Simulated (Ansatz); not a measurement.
# Si₂H₅I: one species, many methods

The task here is to estimate one member of a computed series from the others.

The runs use Ansatz 0.2.0, Gaussian basis; functionals in def2-TZVPP, the program's frozen cores in correlated methods.

Plan: LDA (SPW92), PBE-D4, revPBE-D4, BLYP-D4, r2SCAN-D4, B97M-V, PBE0-D4, B3LYP-D4, r2SCANh-D4, r2SCAN0-D4, HSE06-D4, BHLYP-D4, CAM-B3LYP-D4, LC-ωPBE, ωB97X-V, ωB97M-V, B2PLYP, PBE-QIDH; CCSD(T)/def2-SVP; CCSD(T)/def2-TZVPP; MP2/def2-QZVPP; extrapolation to the limit; RPA on PBE.

1 further run of the same task is left out (for a known fault of the program).

### The geometry

All runs share one geometry, relaxed beforehand with PBE0-D4 in a triple-zeta def2 set. I takes the def2 core potential; no spin-orbit term is included.

SMILES `[SiH3][SiH2]I`, 8 atoms, charge 0, spin multiplicity 1.

Atoms are counted from 1 here; the program's logs count them from 0.

Bond lengths: Si1–Si2 2.335 Å, Si1–H4 1.488 Å, Si1–H5 1.485 Å, Si1–H6 1.485 Å, Si2–I3 2.450 Å, Si2–H7 1.485 Å, Si2–H8 1.485 Å. Angles: Si2–Si1–H4 110.3°, Si2–Si1–H5 109.1°, Si2–Si1–H6 109.0°, H4–Si1–H5 109.4°, H4–Si1–H6 109.4°, H5–Si1–H6 109.7°, Si1–Si2–I3 107.7°, Si1–Si2–H7 112.4°, Si1–Si2–H8 112.4°, I3–Si2–H7 107.6°, I3–Si2–H8 107.6°, H7–Si2–H8 109.0°.

Set-up of the first run:

in.yaml

```yaml
crystal:
  periodic: [false, false, false]
  atoms:
    - {symbol: Si, position_ang: [-0.686772, 0.909235, -0.419269]}
    - {symbol: Si, position_ang: [0.458263, -0.992536, 0.306201]}
    - {symbol: I, position_ang: [2.642470, -0.271504, 1.151314]}
    - {symbol: H, position_ang: [-2.027951, 0.534381, -0.944478]}
    - {symbol: H, position_ang: [0.098095, 1.566871, -1.495234]}
    - {symbol: H, position_ang: [-0.848299, 1.843355, 0.724208]}
    - {symbol: H, position_ang: [-0.244295, -1.686607, 1.414984]}
    - {symbol: H, position_ang: [0.700689, -1.960396, -0.793424]}
basis:
  gaussian: {orbitals: def2-TZVPP}
hamiltonian: {xc: lda}
output: {orbitals: {seedname: orbitals}}
```

Command:

```bash
> ansatz run in.yaml --threads 2 --pin off --events-out ev --progress --plain --max-ram 4352MiB
```

Among the steps run: LDA; PBE-D4 (GGA); revPBE-D4 (GGA); BLYP-D4 (GGA); r2SCAN-D4 (meta-GGA); B97M-V (meta-GGA); B3LYP-D4 (hybrid); r2SCANh-D4 (hybrid); r2SCAN0-D4 (hybrid); HSE06-D4 (hybrid); BHLYP-D4 (hybrid); CAM-B3LYP-D4 (range-separated); LC-ωPBE (range-separated); ωB97X-V (range-separated); ωB97M-V (range-separated); B2PLYP (double hybrid); PBE-QIDH (double hybrid).

One table of the session follows, with a row left open; its other results are not shown here.

It belongs to the step «Frontier levels by functional». 

```
  functional  HOMO (eV)  gap (eV)
 LDA (SPW92)      -6.54      4.44
      PBE-D4      -6.42      4.53
   revPBE-D4      -6.38      4.57
     BLYP-D4      -6.24      4.51
   r2SCAN-D4      -6.70      5.06
      B97M-V      -6.76      5.05
     PBE0-D4          ?         ?
    B3LYP-D4      -7.27      6.03
  r2SCANh-D4      -7.09      5.74
  r2SCAN0-D4      -7.69      6.76
    HSE06-D4      -7.12      5.67
    BHLYP-D4      -8.44      8.30
CAM-B3LYP-D4      -8.72      8.69
     LC-ωPBE     -10.03     11.07
     ωB97X-V      -9.71     10.66
     ωB97M-V      -9.56     10.26
```

Estimate the missing values for PBE0-D4.

**Answer.** HOMO (eV): -7.51; gap (eV): 6.43. In the column «HOMO (eV)» it lies between r2SCAN0-D4 (-7.69) and B3LYP-D4 (-7.27).
